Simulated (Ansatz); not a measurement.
AsFH4Si, SMILES F[SiH2][AsH2], a saddle search for pyramidal inversion

Computed with Ansatz 0.2.0 through its Python package.

Notebook, run cell by cell (the value of a cell's last expression is shown):

In [1]:
```python
import itertools

import ansatz as az
from ase.data import atomic_numbers, covalent_radii
import numpy as np
```

In [2]:
```python
GEOMETRY = """
F    -2.14310   -0.11320    0.26230
Si   -0.68090   -0.19610   -0.48140
As    0.92260   -0.40570    1.14090
H    -0.57650   -1.36320   -1.36030
H    -0.41350    1.00790   -1.29430
H     0.82750    1.11450    1.55460
H     2.12520   -0.11220    0.13260
"""
```

In [3]:
```python
molecule = az.Crystal.molecule()
for line in GEOMETRY.strip().splitlines():
    symbol, *xyz = line.split()
    molecule = molecule.atom(symbol, [float(v) for v in xyz])

calc = (
    molecule.calculation()
    .basis(gaussian="def2-SVP")
    .correlation("MP2")
    .scf(lower_state_search="standard")
)
symbols = [site.symbol for site in molecule.cartesian_sites]
start = np.array([site.position_ang for site in molecule.cartesian_sites], dtype=float)
rep = calc.relax(force_tolerance=0.005, max_steps=100).run().report
end = np.array(rep["positions_ang"])
```

In [4]:
```python
# start with the apex atom pushed most of the way into the plane of its neighbours
a, b, d = end[[1, 5, 6]]
normal = np.cross(b - a, d - a)
normal /= np.linalg.norm(normal)
flat = end.copy()
flat[2] -= 0.8 * ((end[2] - a) @ normal) * normal
guess = np.zeros_like(flat)
guess[2] = normal
near = az.Crystal.molecule()
for symbol, place in zip(symbols, flat):
    near = near.atom(symbol, place.tolist())
search = (
    near.calculation()
    .basis(gaussian="def2-SVP")
    .correlation("MP2")
    .scf(lower_state_search="standard")
    .saddle(mode_guess=guess.tolist(), force_tolerance=0.01, max_steps=40)
)
steps = []
top = search.session().plan().execute(on_event=lambda e: steps.append(e["data"]) if e["event"] == "saddle_step" else None).report
for s in steps:
    print(f"step {s['step']:2d}  E = {s['lagrangian_ev']:.5f} eV  force {s['allowed_force_max_ev_ang']:.4f} eV/A  curvature {s['curvature_ev_ang2']:.3f} eV/A^2")
print(f"minimum {rep['free_energy_ev']:.5f} eV, saddle {top['free_energy_ev']:.5f} eV")
print(f"electronic barrier {96.485332 * (top['free_energy_ev'] - rep['free_energy_ev']):.2f} kJ/mol")
saddle = np.array(top["positions_ang"])
# pairs closer than 1.2 times the sum of covalent radii, before or after
radius = [covalent_radii[atomic_numbers[s]] for s in symbols]
span = lambda where, i, j: np.linalg.norm(where[i] - where[j])
bonded = [(i, j) for i, j in itertools.combinations(range(len(symbols)), 2) if min(span(end, i, j), span(saddle, i, j)) < 1.2 * (radius[i] + radius[j])]
print("pair        before    after (A)")
for i, j in bonded:
    print(f"{symbols[i]}{i}-{symbols[j]}{j}".ljust(10), f"{span(end, i, j):8.4f} {span(saddle, i, j):8.4f}")
```
```text
step  1  E = -71426.33927 eV  force 9.8540 eV/A  curvature -35.932 eV/A^2
step  2  E = -71428.07393 eV  force 5.5817 eV/A  curvature -24.437 eV/A^2
step  3  E = -71428.96083 eV  force 2.8098 eV/A  curvature -16.832 eV/A^2
step  4  E = -71429.42388 eV  force 0.6924 eV/A  curvature -9.751 eV/A^2
step  5  E = -71429.46214 eV  force 0.2550 eV/A  curvature -8.768 eV/A^2
step  6  E = -71429.48086 eV  force 0.3023 eV/A  curvature -8.018 eV/A^2
step  7  E = -71429.48996 eV  force 0.3814 eV/A  curvature -7.914 eV/A^2
step  8  E = -71429.50285 eV  force 0.2864 eV/A  curvature -8.102 eV/A^2
step  9  E = -71429.51251 eV  force 0.1545 eV/A  curvature -8.214 eV/A^2
step 10  E = -71429.52757 eV  force 0.2358 eV/A  curvature -8.035 eV/A^2
step 11  E = -71429.53640 eV  force 0.2985 eV/A  curvature -8.227 eV/A^2
step 12  E = -71429.54737 eV  force 0.2070 eV/A  curvature -7.959 eV/A^2
step 13  E = -71429.54281 eV  force 0.2860 eV/A  curvature -8.728 eV/A^2
step 14  E = -71429.54893 eV  force 0.0822 eV/A  curvature -8.260 eV/A^2
step 15  E = -71429.54958 eV  force 0.0451 eV/A  curvature -8.224 eV/A^2
step 16  E = -71429.55017 eV  force 0.0381 eV/A  curvature -8.249 eV/A^2
step 17  E = -71429.55026 eV  force 0.0621 eV/A  curvature -8.254 eV/A^2
step 18  E = -71429.55058 eV  force 0.0130 eV/A  curvature -8.312 eV/A^2
step 19  E = -71429.55060 eV  force 0.0032 eV/A  curvature -8.315 eV/A^2
minimum -71430.63497 eV, saddle -71429.55060 eV
electronic barrier 104.63 kJ/mol
pair        before    after (A)
F0-Si1       1.6324   1.6305
Si1-As2      2.3602   2.2532
Si1-H3       1.4780   1.4722
Si1-H4       1.4776   1.4722
As2-H5       1.5083   1.4694
As2-H6       1.5111   1.4693
```

Notes:
- The settings weren't tested for convergence.
- The energies are electronic: no zero-point or thermal terms, and the basis set is short of its limit. No separate frequency run checks the order of the saddle point.
- Finished in 5.6 min on 1 thread of Intel(R) Xeon(R) Platinum 8488C (Sapphire Rapids) (shared host), peak memory 0.25 GiB.

(Lines on the test bed's own set-up are left out of the output.)
